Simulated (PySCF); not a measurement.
F2C2, in a box:

```xyz
4
Lattice="10.0000 0.0000 0.0000 0.0000 10.0000 0.0000 0.0000 0.0000 13.0000" Properties=species:S:1:pos:R:3 pbc="T T T"
F     4.8404    5.1281    8.3787
C     4.9571    5.0480    7.1448
C     5.0412    5.0093    5.9444
F     5.1835    4.8713    4.6928
```

The cell isn't the ideal one: atoms moved at random, drawn with an rms of 0.05 Å.

Base run:

```yaml
Program: PySCF 2.14.0
Functional: PBE
Potentials_or_basis: 6-31g* (all-electron)
k_mesh: 1 × 1 × 1
Occupations: fixed
Spin: no spin polarisation
```

Its results: gap between the frontier levels 6.64 eV.

**Question.** After a change of settings the same cell gave: gap between the frontier levels 6.71 eV. Which change was it?
A. functional from PBE to TM
B. functional from PBE to SOGGA11
C. functional from PBE to HSE06; dispersion from none to D4

**Answer.** B.

Caveats: this is a molecule in a periodic box at the Γ point, so its band gap is the HOMO-LUMO gap; the basis of atomic orbitals isn't converged, which shifts pressures, moduli and gaps.
